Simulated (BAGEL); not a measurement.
**C2H6OSi (SMILES CO[Si]C) at B3LYP/cc-pVDZ (density fitting with qzvpp-jkfit)**

Aim: the energy change on altering one bond length of C2H6OSi at B3LYP/cc-pVDZ (density fitting with qzvpp-jkfit), from 2 runs. 

Program for the calculation: BAGEL 1.2.2.

1 further run of the same task is left out (set aside as unsound or not needed). Runs told in other sessions of the task aren't counted.

## Step 1: The molecule

The species is C2H6OSi (10 atoms), meant as a singlet with charge 0. As SMILES, `CO[Si]C`. The shape is that of a PBE0-D4/def2-TZVP optimisation. This is one conformer, not always the lowest.

Bond lengths: C1–O2 1.407 Å, O2–Si3 1.646 Å, Si3–C4 1.908 Å, C1–H5 1.093 Å, C1–H6 1.093 Å, C1–H7 1.093 Å, C4–H8 1.097 Å, C4–H9 1.097 Å, C4–H10 1.093 Å. Some angles: C1–O2–Si3 133.8°, O2–Si3–C4 103.0°, O2–C1–H5 109.2°, O2–C1–H6 112.4°, O2–C1–H7 109.1°, Si3–C4–H8 111.9°, Si3–C4–H9 111.9°, Si3–C4–H10 109.8°, H5–C1–H6 108.9°, H5–C1–H7 108.3°.

## Step 2: A single-point energy at B3LYP/cc-pVDZ (density fitting with qzvpp-jkfit)

Input file job.json:

```json
{ "bagel" : [

{
  "title" : "molecule",
  "basis" : "cc-pvdz.json",
  "df_basis" : "qzvpp-jkfit",
  "angstrom" : "true",
  "geometry" : [
    { "atom" : "C", "xyz" : [   -0.453800,    1.262700,   -0.782500 ] },
    { "atom" : "O", "xyz" : [    0.892900,    1.066700,   -0.423500 ] },
    { "atom" : "Si", "xyz" : [    1.695100,   -0.124400,    0.380400 ] },
    { "atom" : "C", "xyz" : [    0.308400,   -1.365000,    0.803300 ] },
    { "atom" : "H", "xyz" : [   -0.527200,    1.344800,   -1.869800 ] },
    { "atom" : "H", "xyz" : [   -1.097200,    0.445700,   -0.445300 ] },
    { "atom" : "H", "xyz" : [   -0.809600,    2.197600,   -0.342400 ] },
    { "atom" : "H", "xyz" : [   -0.184400,   -1.751200,   -0.097200 ] },
    { "atom" : "H", "xyz" : [   -0.467600,   -0.912400,    1.432500 ] },
    { "atom" : "H", "xyz" : [    0.726300,   -2.215800,    1.347400 ] }
  ]
},
{ "title" : "ks", "xc_func" : "b3lyp" },
{ "title" : "print", "file" : "orbitals.molden", "orbitals" : "true" }

]}
```

The basis set cc-pVDZ is read from a file made from the Basis Set Exchange's data (not shown).

Launch:

```bash
BAGEL_NUM_THREADS=1 BAGEL job.json > job.out
```

Output:

```text
* using 1 threads per process

  ===============================================================
  ===============================================================

  *** Geometry ***

  { "atom" : "C", "xyz" : [     -0.857558,      2.386157,     -1.478711 ] },
  { "atom" : "O", "xyz" : [      1.687336,      2.015771,     -0.800299 ] },
  { "atom" : "Si", "xyz" : [      3.203275,     -0.235082,      0.718852 ] },
  { "atom" : "C", "xyz" : [      0.582792,     -2.579476,      1.518017 ] },
  { "atom" : "H", "xyz" : [     -0.996264,      2.541304,     -3.533410 ] },
  { "atom" : "H", "xyz" : [     -2.073408,      0.842251,     -0.841495 ] },
  { "atom" : "H", "xyz" : [     -1.529922,      4.152862,     -0.647042 ] },
  { "atom" : "H", "xyz" : [     -0.348465,     -3.309288,     -0.183681 ] },
  { "atom" : "H", "xyz" : [     -0.883636,     -1.724186,      2.707033 ] },
  { "atom" : "H", "xyz" : [      1.372508,     -4.187255,      2.546217 ] },

  Number of auxiliary basis functions:      463

  Since a DF basis is specified, we compute 2- and 3-index integrals:
    o Being stored without compression. Storage requirement is 0.030 GB

  Number of basis functions:       90
  Number of electrons      :       40

    * METHOD: MOLECULE                             0.23

  *** Kohn-Sham DFT ***

    * Removing 18200 points whose weight is below 1.00e-10
    * Grid points: 130860

  === Nuclear Repulsion ===
   160.1687469878

       - DIIS with orbital gradients will be used.

  === KS iteration (b3lyp / cc-pvdz.json) ===
      0       -411.56183668          0.14527783           0.43
      1       -398.61449644          0.14537320           0.41
      2       -390.78493776          0.20345575           0.42
      3       -427.20778472          0.09264719           0.42
      4       -442.93306445          0.04209789           0.40
      5       -444.34771898          0.01872194           0.42
      6       -444.52404171          0.00626145           0.41
      7       -444.54482089          0.00200531           0.40
      8       -444.54662154          0.00056452           0.40
      9       -444.54682564          0.00011147           0.41
     10       -444.54683220          0.00004733           0.40
     11       -444.54683354          0.00001380           0.40
     12       -444.54683366          0.00000172           0.40
     13       -444.54683366          0.00000082           0.40
     14       -444.54683366          0.00000018           0.40
     15       -444.54683366          0.00000010           0.40
     16       -444.54683366          0.00000002           0.40
     17       -444.54683366          0.00000000           0.41
    * SCF iteration converged.

    * Permanent dipole moment:
           (    0.880579,     0.126793,     0.094786) a.u.

    * METHOD: KS                                   8.20

    * METHOD: PRINT                                0.02

  ===============================================================
```

It took 8.7 s on 1 thread of Arm Neoverse V1, shared host; peak memory 0.53 GiB.

## Step 3: The distorted shape at the same level

Input file job.json:

```json
{ "bagel" : [

{
  "title" : "molecule",
  "basis" : "cc-pvdz.json",
  "df_basis" : "qzvpp-jkfit",
  "angstrom" : true,
  "geometry" : [
    { "atom" : "C", "xyz" : [      -0.037818,       1.634855,      -0.909362 ] },
    { "atom" : "O", "xyz" : [       1.308882,       1.438855,      -0.550362 ] },
    { "atom" : "Si", "xyz" : [       2.111082,       0.247755,       0.253538 ] },
    { "atom" : "C", "xyz" : [       0.308400,      -1.365000,       0.803300 ] },
    { "atom" : "H", "xyz" : [      -0.111218,       1.716955,      -1.996662 ] },
    { "atom" : "H", "xyz" : [      -0.681218,       0.817855,      -0.572162 ] },
    { "atom" : "H", "xyz" : [      -0.393618,       2.569755,      -0.469262 ] },
    { "atom" : "H", "xyz" : [      -0.184400,      -1.751200,      -0.097200 ] },
    { "atom" : "H", "xyz" : [      -0.467600,      -0.912400,       1.432500 ] },
    { "atom" : "H", "xyz" : [       0.726300,      -2.215800,       1.347400 ] }
  ]
},

{
  "title" : "ks",
  "xc_func" : "b3lyp"
},

{
  "title" : "print",
  "file" : "orbitals.molden",
  "orbitals" : true
}

]}
```

The basis set cc-pVDZ is read from a file made from the Basis Set Exchange's data (not shown).

Launch:

```bash
BAGEL_NUM_THREADS=1 BAGEL job.json > job.out
```

Output:

```text
* using 1 threads per process

  ===============================================================
  ===============================================================

  *** Geometry ***

  { "atom" : "C", "xyz" : [     -0.071466,      3.089428,     -1.718445 ] },
  { "atom" : "O", "xyz" : [      2.473429,      2.719042,     -1.040033 ] },
  { "atom" : "Si", "xyz" : [      3.989367,      0.468189,      0.479117 ] },
  { "atom" : "C", "xyz" : [      0.582792,     -2.579476,      1.518017 ] },
  { "atom" : "H", "xyz" : [     -0.210172,      3.244575,     -3.773144 ] },
  { "atom" : "H", "xyz" : [     -1.287315,      1.545522,     -1.081229 ] },
  { "atom" : "H", "xyz" : [     -0.743830,      4.856133,     -0.886777 ] },
  { "atom" : "H", "xyz" : [     -0.348465,     -3.309288,     -0.183681 ] },
  { "atom" : "H", "xyz" : [     -0.883636,     -1.724186,      2.707033 ] },
  { "atom" : "H", "xyz" : [      1.372508,     -4.187255,      2.546217 ] },

  Number of auxiliary basis functions:      463

  Since a DF basis is specified, we compute 2- and 3-index integrals:
    o Being stored without compression. Storage requirement is 0.030 GB

  Number of basis functions:       90
  Number of electrons      :       40

    * METHOD: MOLECULE                             0.23

  *** Kohn-Sham DFT ***

    * Removing 17307 points whose weight is below 1.00e-10
    * Grid points: 131753

  === Nuclear Repulsion ===
   150.2878307448

       - DIIS with orbital gradients will be used.

  === KS iteration (b3lyp / cc-pvdz.json) ===
      0       -399.77389060          0.14237974           0.40
      1       -351.34484523          0.11457984           0.39
      2       -348.40001695          0.16187689           0.40
      3       -421.07059393          0.08476727           0.40
      4       -440.07616348          0.07054079           0.40
      5       -443.84475761          0.02662778           0.40
      6       -444.33800722          0.01689473           0.39
      7       -444.48822276          0.00580989           0.40
      8       -444.48989563          0.00539032           0.40
      9       -444.49040390          0.00564236           0.40
     10       -444.51261950          0.00080416           0.40
     11       -444.51305025          0.00013393           0.40
     12       -444.51306121          0.00002214           0.40
     13       -444.51306138          0.00001566           0.40
     14       -444.51306152          0.00000290           0.40
     15       -444.51306152          0.00000228           0.40
     16       -444.51306153          0.00000028           0.41
     17       -444.51306153          0.00000021           0.41
     18       -444.51306153          0.00000002           0.40
     19       -444.51306153          0.00000001           0.39
    * SCF iteration converged.

    * Permanent dipole moment:
           (    0.380548,    -0.375176,     0.277241) a.u.

    * METHOD: KS                                   8.90

    * METHOD: PRINT                                0.02

  ===============================================================
```

Run time: 9.3 s. Hardware: 1 thread of Arm Neoverse V1, shared host; peak memory 0.53 GiB.

## Step 4: Summary of results

At B3LYP/cc-pVDZ (density fitting with qzvpp-jkfit):

```
                                                          quantity          value
                                         first shape: total energy  -444.54683 Eh
                                        first shape: dipole moment         2.27 D
                                          first shape: HOMO energy       -5.82 eV
                                          first shape: LUMO energy       -1.53 eV
                                        first shape: HOMO–LUMO gap        4.29 eV
                                     distorted shape: total energy  -444.51306 Eh
                                    distorted shape: dipole moment         1.53 D
                                      distorted shape: HOMO energy       -5.71 eV
                                      distorted shape: LUMO energy       -2.02 eV
                                    distorted shape: HOMO–LUMO gap        3.69 eV
energy change with the Si3–C4 bond stretched from 1.908 to 2.480 Å       0.919 eV
```

What this shows: With the Si3–C4 bond stretched from 1.908 to 2.480 Å the energy rises by 0.92 eV (88.7 kJ/mol). The first shape isn't relaxed at this level, so the change isn't measured from a minimum.
